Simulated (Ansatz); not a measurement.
# Pd3PtSe4: the cost of one run

Method: DFT PBE, scalar-relativistic, plane waves, PAW, unless a step names another level, in Ansatz 0.2.0.

17 further runs of the same task are left out: 1 that didn't finish, 16 set aside as unsound or not needed.

### Step 1. What the formula suggests

Pauling electronegativities: Pd 2.20, Pt 2.28, Se 2.55 (spread 0.35). The formula balances with common oxidation states: Pt +2, Pd +2, Se -2, a formal count that means little at so small a spread. Tabulated atomic sizes suggest about 21 Å³/atom. 22 candidates were drawn, by swapping species into database cells of other compounds, at random by space group and Wyckoff sites, or by hand, as the table says:

| name | made from | space group no. | Wyckoff sites | atoms (primitive cell) | V (Å³/atom) |
| --- | --- | --- | --- | --- | --- |
| c01 | random | 123 | Pd 1b, 2g; Pt 1d; Se 4i | 8 | 21.2 |
| c02 | random | 191 | Pd 3f; Pt 1a; Se 4h | 8 | 22.7 |
| c03 | random | 123 | Pd 1c, 2f; Pt 1a; Se 4i | 8 | 24.9 |
| c04 | database cell of Na3SbSe4 | 217 | Pd 6b; Pt 2a; Se 8c | 8 | 22.3 |
| c05 | random | 216 | Pd 4a, 4c, 4d; Pt 4b; Se 16e | 8 | 25.0 |
| c06 | random | 191 | Pd 2e, 1a; Pt 1b; Se 2d, 2c | 8 | 26.3 |
| c07 | built by hand: PdS-type, Pt on 2e | 84 | Pd 4j, 2c; Pt 2e; Se 8k | 16 | 20.7 |
| c08 | built by hand: PtS (cooperite), layered metal order | 47 | Pd 2t, 1c; Pt 1a; Se 2r, 2r | 8 | 20.7 |
| c09 | random | 191 | Pd 3g; Pt 1b; Se 3f, 1a | 8 | 22.0 |
| c10 | random | 221 | Pd 3d; Pt 1b; Se 3c, 1a | 8 | 22.2 |
| c11 | random | 216 | Pd 4c, 4a, 4b; Pt 4d; Se 16e | 8 | 23.5 |
| c12 | built by hand: PtS (cooperite), Cu3Au-like metal order | 65 | Pd 4f, 2b; Pt 2a; Se 8n | 8 | 20.7 |
| c13 | database cell of LiMg3O4 | 221 | Pd 3c; Pt 1a; Se 3d, 1b | 8 | 17.6 |
| c14 | random | 123 | Pd 2f, 1d; Pt 1b; Se 4l | 8 | 22.7 |
| c15 | database cell of Pt4SeS3 | 115 | Pd 1d, 2e; Pt 1a; Se 2g, 2g | 8 | 21.1 |
| c16 | random | 191 | Pd 3f; Pt 1a; Se 3g, 1b | 8 | 25.2 |
| c17 | built by hand: PdS-type, Pt on 2c | 84 | Pd 4j, 2e; Pt 2c; Se 8k | 16 | 20.7 |
| c18 | database cell of CaCd3O4 | 123 | Pd 2h, 1b; Pt 1a; Se 2g, 1c, 1d | 8 | 17.6 |
| c19 | database cell of AlCr3B4 | 47 | Pd 1b, 2q; Pt 1h; Se 2r, 2t | 8 | 18.9 |
| c20 | database cell of Sm3DyS4 | 47 | Pd 2t, 1c; Pt 1a; Se 1g, 2s, 1e | 8 | 19.0 |
| c21 | database cell of TaCu3Se4 | 215 | Pd 3d; Pt 1a; Se 4e | 8 | 23.5 |
| c22 | random | 191 | Pd 3f; Pt 1a; Se 2e, 2d | 8 | 23.9 |

### Step 2. Screening run of c11

Contents of input.yaml:

```yaml
crystal:
  lattice:
    - [0.0, 4.54634398, 4.54634398]
    - [4.54634398, 0.0, 4.54634398]
    - [4.54634398, 4.54634398, 0.0]
  atoms:
    - { symbol: Pd, position: [0.75, 0.75, 0.75] }
    - { symbol: Pd, position: [0.0, 0.0, 0.0] }
    - { symbol: Pd, position: [0.5, 0.5, 0.5] }
    - { symbol: Pt, position: [0.25, 0.25, 0.25] }
    - { symbol: Se, position: [0.88084857, 0.88084857, 0.88084857] }
    - { symbol: Se, position: [0.88084857, 0.88084857, 0.35745429] }
    - { symbol: Se, position: [0.88084857, 0.35745429, 0.88084857] }
    - { symbol: Se, position: [0.35745429, 0.88084857, 0.88084857] }
basis:
  ecutwfc: 420
kpoints:
  mp_grid: { grid: [2, 2, 2] }
hamiltonian:
  xc: pbe
scf:
  occupations: { method: gaussian, width: 0.15 }
  lower_state_search: "off"
output:
  forces: true
  stress: true
  eigenvalues: true
relax:
  adjacent_minimum: "off"
  f_tol: 0.08
  max_steps: 16
  cell: { stress_tol: 0.8 }
```

Command:

```console
$ ansatz run input.yaml --threads 1 --pin off --max-ram 2560MiB --backend cpu --events-out ev --progress --plain --runs-dir out
```

Q: Estimate wall time and peak memory on 1 thread of AMD EPYC 9R45 (Zen 5), shared host.

About 22 s, with a peak of 0.64 GiB.
